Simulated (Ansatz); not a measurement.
# CH₅NO₂Si: one species, many methods

Aim: compute CH₅NO₂Si with functionals from several rungs and with coupled cluster, and see how far each lands from CCSD(T) at the basis-set limit for the atomisation energy.

Program: Ansatz 0.2.0, Gaussian basis. Level of theory: functionals in def2-TZVPP, the program's frozen cores in correlated methods. These are calculated values, not measurements.

Plan: PBE-D4, r2SCAN-D4, PBE0-D4, B3LYP-D4, ωB97X-V, ωB97M-V, B2PLYP; CCSD(T)/def2-TZVPP; MP2/def2-QZVPP; extrapolation to the limit.

## 1. The relaxed structure

All runs share one geometry, relaxed beforehand with PBE0-D4 in a triple-zeta def2 set.

10 atoms, charge 0, spin multiplicity 1.

Atoms are counted from 1 here; the program's logs count them from 0.

Bond lengths: N1–C2 1.315 Å, N1–H6 1.004 Å, N1–H7 1.030 Å, C2–O3 1.242 Å, C2–H8 1.095 Å, O3–Si4 1.959 Å, Si4–O5 1.738 Å, Si4–H9 1.531 Å, O5–H10 0.958 Å. Angles: C2–N1–H6 120.1°, C2–N1–H7 116.9°, H6–N1–H7 122.2°, N1–C2–O3 124.7°, N1–C2–H8 116.9°, O3–C2–H8 118.4°, C2–O3–Si4 127.5°, O3–Si4–O5 96.0°, O3–Si4–H9 86.1°, O5–Si4–H9 94.0°, Si4–O5–H10 111.0°.

Coordinates:

```xyz
10
charge 0, multiplicity 1
N    -1.0633   -0.2382   -0.6469
C    -0.5421   -1.1904    0.0958
O     0.4685   -1.0600    0.8065
Si    1.5218    0.5656    1.0969
O     1.0472    1.3556   -0.3760
H    -1.8734   -0.4259   -1.2096
H    -0.5183    0.6304   -0.7407
H    -1.0501   -2.1608    0.0853
H     0.3161    1.0793    1.8878
H     1.7766    1.3933   -0.9963
```

## 2. PBE-D4 (GGA)

in.yaml reads:

```yaml
crystal:
  periodic: [false, false, false]
  atoms:
    - {symbol: N, position_ang: [-1.063252, -0.238230, -0.646856]}
    - {symbol: C, position_ang: [-0.542097, -1.190393, 0.095838]}
    - {symbol: O, position_ang: [0.468524, -1.059974, 0.806527]}
    - {symbol: Si, position_ang: [1.521836, 0.565560, 1.096926]}
    - {symbol: O, position_ang: [1.047195, 1.355592, -0.376041]}
    - {symbol: H, position_ang: [-1.873350, -0.425892, -1.209617]}
    - {symbol: H, position_ang: [-0.518306, 0.630418, -0.740665]}
    - {symbol: H, position_ang: [-1.050089, -2.160797, 0.085335]}
    - {symbol: H, position_ang: [0.316091, 1.079312, 1.887798]}
    - {symbol: H, position_ang: [1.776647, 1.393306, -0.996346]}
basis:
  gaussian: {orbitals: def2-TZVPP}
hamiltonian: {xc: pbe, dispersion: d4}
output: {forces: true, orbitals: {seedname: orbitals}}
```

Launch:

```sh
> ansatz run in.yaml --threads 4 --pin off --events-out ev --progress --plain --max-ram 10444MiB
```

Further steps of the session: r2SCAN-D4 (meta-GGA); PBE0-D4 (hybrid); B3LYP-D4 (hybrid); ωB97X-V (range-separated); ωB97M-V (range-separated); B2PLYP (double hybrid); CCSD(T) in def2-TZVPP; MP2 in def2-QZVPP.

Before running them: what should the planned runs give, taken together? Wanted: atomisation energy, CCSD(T)/CBS; farthest; mean size of error, hybrid; mean size of error, range-separated; gap, smallest and largest; T1 diagnostic; triples share of the correlation energy.

The runs gave:

```
                               quantity                                  value
        atomisation energy, CCSD(T)/CBS                         893.0 kcal/mol
functionals within 4.5 kcal/mol (0.5 %)  r2SCAN-D4, PBE0-D4, B3LYP-D4, ωB97X-V
                               farthest                PBE-D4 (+27.4 kcal/mol)
             mean size of error, hybrid                           2.6 kcal/mol
    mean size of error, range-separated                           4.4 kcal/mol
              gap, smallest and largest    2.32 eV (PBE-D4), 8.89 eV (ωB97X-V)
                          T1 diagnostic                                 0.0162
triples share of the correlation energy                                  4.0 %
```

What this shows: PBE-D4 is off by +27.4 kcal/mol. Double hybrids carry the basis error of their MP2 part in triple zeta, and no dispersion term here, so their miss is partly the set-up's. Misses under about 4.5 kcal/mol are within the doubt on the reference itself, which lacks core-valence correlation, relativity and higher excitations. Hartree-Fock recovers 67 % of the binding; the rest is correlation. The gap grows from 2.3 to 8.9 eV across the functionals, mostly with the share of exact exchange.
